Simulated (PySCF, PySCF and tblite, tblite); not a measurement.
# C2H3BN2O3: a path driven as rotation about a bond, and NMR exchange, part 2 of 2

PySCF and tblite. Atoms count from 0.

## 8. Shieldings, saddle of leg 1: PBE0/pcSseg-1 in dimethylsulfoxide

What the job is given:

```
{"job": {"kind": "nmr", "xc": "PBE0", "basis": "pcSseg-1", "solvent": "dimethylsulfoxide", "pop": false}, "charge": 0, "multiplicity": 1}
O     -2.169170    -0.993442     0.042727
B     -1.370290     0.032173     0.405881
O     -1.853827     1.082333     1.117367
C      0.166570    -0.067085     0.012484
N      1.149548     0.878214     0.208912
C      2.186851     0.301083    -0.293950
O      1.940224    -0.911983    -0.784799
N      0.613289    -1.146371    -0.582377
H     -1.670915    -1.686045    -0.411471
H     -2.203100     1.843785     0.652169
H      3.210821     0.667338    -0.366943
```

What it wrote:

```text
coarse grid: 10504 points
cycle   1  E = -437.3726122811  dE =  1.627e+00  |g| = 9.309e-01  |ddm| = 3.132e+00
cycle   2  E = -437.2209501829  dE =  1.517e-01  |g| = 1.311e+00  |ddm| = 1.403e+00
cycle   3  E = -437.5242824746  dE = -3.033e-01  |g| = 8.767e-02  |ddm| = 8.893e-01
cycle   4  E = -437.5253165766  dE = -1.034e-03  |g| = 5.022e-02  |ddm| = 8.277e-02
cycle   5  E = -437.5257927451  dE = -4.762e-04  |g| = 1.262e-02  |ddm| = 3.701e-02
cycle   6  E = -437.5258178664  dE = -2.512e-05  |g| = 4.655e-03  |ddm| = 8.606e-03
cycle   7  E = -437.5258219446  dE = -4.078e-06  |g| = 9.223e-04  |ddm| = 3.005e-03
final grid: 105352 points
cycle   8  E = -437.5969077529  dE = -3.063e-05  |g| = 1.135e-02  |ddm| = 2.231e-02
cycle   9  E = -437.5968654466  dE =  4.231e-05  |g| = 1.923e-02  |ddm| = 1.598e-02
cycle  10  E = -437.5969299572  dE = -6.451e-05  |g| = 1.668e-03  |ddm| = 1.024e-02
cycle  11  E = -437.5969304892  dE = -5.320e-07  |g| = 3.572e-04  |ddm| = 1.186e-03
cycle  12  E = -437.5969305095  dE = -2.027e-08  |g| = 1.489e-04  |ddm| = 3.005e-04
cycle  13  E = -437.5969305137  dE = -4.221e-09  |g| = 5.319e-05  |ddm| = 1.201e-04
cycle  14  E = -437.5969305143  dE = -5.713e-10  |g| = 1.331e-05  |ddm| = 4.175e-05
converged SCF energy = -437.5969305143

GIAO shielding tensors (ppm)
atom      isotropic    diamagn.    paramagn.     s11        s22        s33       span
  0 O      179.070     388.452    -209.382     18.215    243.523    275.474    257.259
  1 B       73.617     193.294    -119.677     50.521     81.483     88.846     38.325
  2 O      267.795     388.248    -120.453    193.133    278.511    331.740    138.606
  3 C       13.204     256.641    -243.437    -79.765     11.140    108.238    188.004
  4 N      -12.440     328.650    -341.090   -182.187    -73.364    218.232    400.418
  5 C       11.134     255.112    -243.978    -69.076      9.129     93.349    162.425
  6 O      -92.580     399.981    -492.561   -231.057   -155.992    109.309    340.366
  7 N     -141.597     327.102    -468.699   -364.879   -133.733     73.820    438.699
  8 H       24.266      31.582      -7.317     17.138     23.196     32.463     15.325
  9 H       27.800      29.220      -1.420     20.902     21.152     41.346     20.444
 10 H       22.237      27.371      -5.135     19.230     23.176     24.304      5.074
```

It took 10 s on 1 thread of Arm Neoverse V2, shared host; peak memory 0.8 GiB.

Key values: HOMO -8.87 eV, LUMO -1.44 eV; dipole 3.02 D.

## 9. Shieldings, end: PBE0/pcSseg-1 in dimethylsulfoxide

What the job is given:

```
{"job": {"kind": "nmr", "xc": "PBE0", "basis": "pcSseg-1", "solvent": "dimethylsulfoxide", "pop": false}, "charge": 0, "multiplicity": 1}
O     -2.154678    -0.853227     0.069950
B     -1.311744     0.178552     0.323181
O     -1.754146     1.336031     0.851810
C      0.223904     0.010681    -0.012211
N      1.247074     0.915729     0.160292
C      2.266857     0.257707    -0.274098
O      1.972722    -0.969507    -0.699604
N      0.630391    -1.125082    -0.524900
H     -1.688879    -1.610317    -0.307337
H     -2.704355     1.315803     1.012681
H      3.309984     0.567905    -0.336106
```

What it wrote:

```text
coarse grid: 10504 points
cycle   1  E = -437.3935679740  dE =  1.623e+00  |g| = 9.084e-01  |ddm| = 3.137e+00
cycle   2  E = -437.2584279321  dE =  1.351e-01  |g| = 1.263e+00  |ddm| = 1.214e+00
cycle   3  E = -437.5386562285  dE = -2.802e-01  |g| = 8.011e-02  |ddm| = 7.355e-01
cycle   4  E = -437.5395658826  dE = -9.097e-04  |g| = 4.282e-02  |ddm| = 7.523e-02
cycle   5  E = -437.5399149759  dE = -3.491e-04  |g| = 1.345e-02  |ddm| = 3.385e-02
cycle   6  E = -437.5399462876  dE = -3.131e-05  |g| = 3.964e-03  |ddm| = 8.960e-03
cycle   7  E = -437.5399494446  dE = -3.157e-06  |g| = 8.748e-04  |ddm| = 2.863e-03
final grid: 105352 points
cycle   8  E = -437.6118509750  dE = -3.110e-05  |g| = 1.191e-02  |ddm| = 2.322e-02
cycle   9  E = -437.6118026694  dE =  4.831e-05  |g| = 2.036e-02  |ddm| = 1.647e-02
cycle  10  E = -437.6118754819  dE = -7.281e-05  |g| = 1.751e-03  |ddm| = 1.073e-02
cycle  11  E = -437.6118760601  dE = -5.781e-07  |g| = 3.535e-04  |ddm| = 1.166e-03
cycle  12  E = -437.6118760799  dE = -1.986e-08  |g| = 1.449e-04  |ddm| = 2.936e-04
cycle  13  E = -437.6118760839  dE = -4.013e-09  |g| = 5.429e-05  |ddm| = 1.203e-04
cycle  14  E = -437.6118760845  dE = -5.974e-10  |g| = 1.243e-05  |ddm| = 4.090e-05
converged SCF energy = -437.6118760845

GIAO shielding tensors (ppm)
atom      isotropic    diamagn.    paramagn.     s11        s22        s33       span
  0 O      213.414     389.135    -175.722     89.434    268.616    282.191    192.758
  1 B       76.438     193.927    -117.489     51.714     85.238     92.363     40.649
  2 O      221.066     386.761    -165.695    112.500    257.052    293.646    181.147
  3 C       14.040     255.921    -241.881    -80.397     12.310    110.206    190.603
  4 N      -10.473     328.626    -339.100   -180.037    -71.483    220.100    400.136
  5 C       11.212     254.942    -243.730    -68.527      8.872     93.291    161.818
  6 O      -91.164     399.735    -490.899   -229.261   -157.796    113.566    342.828
  7 N     -140.548     326.921    -467.469   -360.384   -134.203     72.944    433.328
  8 H       25.046      31.870      -6.824     17.101     23.252     34.787     17.685
  9 H       25.965      27.704      -1.739     19.407     22.510     35.977     16.571
 10 H       22.223      27.120      -4.898     19.207     23.167     24.294      5.088
```

Wall time 10 s (1 thread of Arm Neoverse V2, shared host); peak memory 0.79 GiB.

This run: HOMO -8.88 eV, LUMO -1.30 eV; dipole 1.03 D.

## 10. Kinetics and line shapes

What the job is given:

```
{"job": {"smiles": "OB(O)c1ncon1", "charge": 0, "mult": 1, "motion": "rotation", "what": "boronate", "atoms": [1, 2], "drives": [{"terms": [["t", [0, 1, 2, 9], 0.5], ["t", [3, 1, 2, 9], 0.5]], "by": 180, "n": 12}], "study": "path", "level": {"kind": "nmr", "xc": "PBE0", "basis": "pcSseg-1", "solvent": "dimethylsulfoxide"}, "fields": [60, 360, 800], "first": 2, "seed": 885, "refine": {"xc": "PBE0", "basis": "def2-SVP"}, "kind": "path"}, "charge": 0, "multiplicity": 1}
O     -2.285273    -1.069054     0.075210
B     -1.462899    -0.031349     0.295697
O     -1.962911     1.105043     0.804947
C      0.091270    -0.129733    -0.037517
N      0.977582     0.903674     0.168505
C      2.101790     0.407406    -0.226436
O      1.998146    -0.843428    -0.660773
N      0.686823    -1.180184    -0.532781
H     -1.875899    -1.853464    -0.288618
H     -1.321784     1.804363     0.936816
H      3.058581     0.889398    -0.234049
```

What it wrote:

```text
stationary points (kcal/mol above the start)
  n  kind          group   xTB      DFT    lowest mode
  0  minimum      Cs       0.00     0.00      68.6
  1  saddle       C1       9.75     9.61    -677.6
  2  minimum      Cs      -1.18     0.25      44.8

GFN2-xTB energies: T/K, barrier G, reaction G (kcal/mol), k forward, k back (1/s)
 150.00     8.50    -1.15       2.61     0.0554
 200.00     8.49    -1.15   4.35e+03        240
 250.00     8.50    -1.15    3.9e+05   3.82e+04
 298.15     8.50    -1.15   7.28e+06   1.04e+06
 350.00     8.51    -1.15   7.04e+07   1.34e+07
 400.00     8.53    -1.15   3.64e+08   8.53e+07
 500.00     8.58    -1.15   3.69e+09   1.16e+09

PBE0-D3(BJ)/def2-SVP energies: T/K, barrier G, reaction G (kcal/mol), k forward, k back (1/s)
 150.00     9.36     0.62      0.142       1.13
 200.00     9.36     0.62        490    2.3e+03
 250.00     9.36     0.61   6.79e+04   2.33e+05
 298.15     9.37     0.61   1.68e+06   4.73e+06
 350.00     9.38     0.61   2.02e+07   4.88e+07
 400.00     9.40     0.61   1.22e+08   2.64e+08
 500.00     9.45     0.62   1.54e+09   2.88e+09

PBE0/pcSseg-1 + D3(BJ), IEF-PCM dimethylsulfoxide energies: T/K, barrier G, reaction G (kcal/mol), k forward, k back (1/s)
 150.00     8.36     0.29       4.17       10.9
 200.00     8.35     0.28   6.19e+03   1.26e+04
 250.00     8.36     0.28   5.16e+05   9.07e+05
 298.15     8.36     0.28   9.21e+06   1.48e+07
 350.00     8.37     0.28    8.6e+07   1.29e+08
 400.00     8.39     0.28   4.33e+08   6.18e+08
 500.00     8.44     0.29   4.25e+09   5.67e+09
```

Run time: 3.3 min. Hardware: 1 thread of Arm Neoverse V2, shared host; peak memory 0.8 GiB. This counts the whole study up to here.

Barriers by level (kcal/mol; entropies in cal/(mol K)). Zero-point and thermal terms come from xTB in every row. ΔG‡ leaves symmetry out; the rate counts equivalent paths (a factor of 2); effective ΔG‡, where given, is the barrier that would give that rate by Eyring's equation alone:

| level | ΔE‡ | with zero-point | ΔH‡ | ΔS‡ | ΔG‡ (298 K) | ΔE of reaction | k at 298 K (1/s) | effective ΔG‡ |
| --- | --- | --- | --- | --- | --- | --- | --- | --- |
| GFN2-xTB | 9.75 | 8.51 | 8.47 | -0.1 | 8.50 | -1.18 | 7.3e+06 | 8.09 |
| PBE0-D3(BJ)/def2-SVP | 10.62 | 9.38 | 9.33 | -0.1 | 9.37 | 0.59 | 1.7e+06 | 8.96 |
| PBE0/pcSseg-1 + D3(BJ), IEF-PCM dimethylsulfoxide | 9.61 | 8.37 | 8.33 | -0.1 | 8.36 | 0.25 | 9.2e+06 | 7.95 |

Sites that the driver pairs across this motion, and where their lines would merge (no couplings; faster rotations or exchange between molecules can average them sooner):

| nucleus | sites: shielding (ppm) | proton frequency (MHz) | spread (Hz) | coalescence (K) | lines at 298 K |
| --- | --- | --- | --- | --- | --- |
| 17O | O2: 210.8; O2 (end): 221.1 | 800 | 1109 | 185 | – |
| 1H | H9: 24.96; H9 (end): 25.96 | 800 | 801 | 182 | – |
| 17O | O0: 219.0; O0 (end): 213.4 | 800 | 601 | 180 | – |
| 17O | O6: -94.8; O6 (end): -91.2 | 800 | 394 | 177 | – |
| 15N | N7: -137.4; N7 (end): -140.5 | 800 | 252 | 174 | – |
| 13C | C3: 15.2; C3 (end): 14.0 | 800 | 235 | 173 | – |
| 1H | H8: 25.32; H8 (end): 25.05 | 800 | 221 | 173 | – |
| 13C | C5: 11.7; C5 (end): 11.2 | 800 | 98 | 167 | – |

Rows that set an atom against itself at the end compare its shielding in the two forms.

Lines of quadrupolar nuclei are broad, so their coalescence could hardly be seen.

## 11. Results

What follows sums up all 2 parts.

| quantity | value |
| --- | --- |
| barrier (PBE0/pcSseg-1 + D3(BJ), IEF-PCM dimethylsulfoxide) | ΔE‡ 9.6, ΔG‡(298 K) 8.4 kcal/mol |
| barrier (GFN2-xTB) | ΔE‡ 9.8 kcal/mol |
| rate at 298 K | 9.2e+06 s⁻¹ |
| end of the path | 0.2 kcal/mol from the start |

**Reading.** DFT puts the top 9.6 kcal/mol above the start (xTB: 9.8); the rate from the DFT barrier is 9.2e+06 s⁻¹ at 298 K. An error of 1.4 kcal/mol changes that rate tenfold.
